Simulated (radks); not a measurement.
# Spin polarisation of the 4d shell in Zr

An exercise on one series of results from a longer session: the logs are not shown, and one member is left open.

Method: non-relativistic Kohn-Sham, BLYP, spin-polarised, spherical densities, point nucleus. Code: radks (a radial shooting solver on a logarithmic mesh, Libxc functionals) version 1.

## The atom as given

| Property | Result |
| --- | --- |
| element | zirconium (Z = 40) |
| charge | 0 |
| electrons | 40 |
| configuration | [Kr] 4d(up 1, down 1) 5s2 |

A shell typed twice in an input gives spin up, then spin down.

The first run:

Input:

```text
Z 40
configuration [Kr] 4d1 4d1 5s2
relativity non-relativistic
functional b88,lyp
spin polarised
nucleus point
```

Steps of the session up to this table: No moment.

One of the session's tables, all rows but one given; the rest of the session is left out.

It belongs to the step «No moment». From the orbitals of this run (lengths in bohr):

```
level     <r>  outermost maximum (interpolated)  90 % within  nodes
   2p  0.1437                             0.111        0.234      0
   3s  0.4703                             0.419        0.695      2
   3p  0.4673                             0.407        0.707      1
   3d  0.4516                             0.347        0.726      0
   4s   1.239                              1.10         1.81      3
   4p       ?                                 ?            ?      ?
   5s   3.817                              3.20         5.70      4
   4d   2.247                              1.58         3.72      1
```

Q: Estimate the row for 4p from the others.

The run gave: <r>: 1.378; outermost maximum (interpolated): 1.19; 90 % within: 2.05; nodes: 2. In the column «<r>» it lies between 4s (1.239) and 4d (2.247).
